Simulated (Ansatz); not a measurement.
# C2H7AlOSi: the cost of one run

Program: Ansatz 0.2.0, Gaussian basis. Level of theory: the settings change from run to run. These are calculated values, not measurements.

## Step 1: The molecule

The structure was relaxed beforehand with PBE0-D4 in a triple-zeta def2 set.

12 atoms, charge 0, spin multiplicity 1.

Atoms are counted from 1 here; the program's logs count them from 0.

Bond lengths: C1–Al2 1.936 Å, C1–H6 1.094 Å, C1–H7 1.093 Å, C1–H8 1.094 Å, Al2–C3 1.975 Å, Al2–O5 1.736 Å, C3–Si4 1.881 Å, C3–H9 1.092 Å, C3–H10 1.092 Å, Si4–O5 1.669 Å, Si4–H11 1.489 Å, Si4–H12 1.489 Å. Angles: Al2–C1–H6 110.9°, Al2–C1–H7 111.4°, Al2–C1–H8 111.3°, H6–C1–H7 108.0°, H6–C1–H8 106.9°, H7–C1–H8 108.2°, C1–Al2–C3 142.4°, C1–Al2–O5 127.9°, C3–Al2–O5 89.7°, Al2–C3–Si4 80.8°, Al2–C3–H9 117.0°, Al2–C3–H10 117.0°, Si4–C3–H9 115.9°, Si4–C3–H10 115.9°, H9–C3–H10 108.4° and more.

## Step 2: r2SCAN/aug-cc-pVTZ

This run has atoms shaken by 0.15 Å, a grid of angular degree 23, D3(BJ) dispersion.

Input file in.yaml:

```yaml
crystal:
  periodic: [false, false, false]
  atoms:
    - {symbol: C, position_ang: [-1.602959, 0.915322, 1.605511]}
    - {symbol: Al, position_ang: [-0.472549, -0.173835, 0.307325]}
    - {symbol: C, position_ang: [1.093964, 0.524592, -1.155801]}
    - {symbol: Si, position_ang: [0.860404, -1.187254, -1.361034]}
    - {symbol: O, position_ang: [0.070485, -1.693115, 0.311139]}
    - {symbol: H, position_ang: [-2.311524, 1.408746, 1.514676]}
    - {symbol: H, position_ang: [-1.875669, -0.008163, 2.373048]}
    - {symbol: H, position_ang: [-0.865642, 1.335588, 2.389907]}
    - {symbol: H, position_ang: [0.468938, 1.258012, -1.936184]}
    - {symbol: H, position_ang: [1.924587, 0.980945, -0.575547]}
    - {symbol: H, position_ang: [0.219286, -1.965301, -2.287101]}
    - {symbol: H, position_ang: [2.199958, -1.821076, -1.033585]}
basis:
  gaussian: {orbitals: aug-cc-pVTZ, final_grid: {core_spheres: 8, valence_spheres: 7, degree: 23}}
hamiltonian: {xc: {name: r2SCAN}, dispersion: d3bj}
output: {forces: true}
```

Launch:

```
ansatz run in.yaml --threads 4 --pin off --events-out ev --progress --plain --max-ram 10444MiB
```

**Question.** How long does this run take on 4 threads of Intel Xeon 6975P-C, shared host, and how much memory does it need?

About 6 s, with a peak of 0.8 GiB.
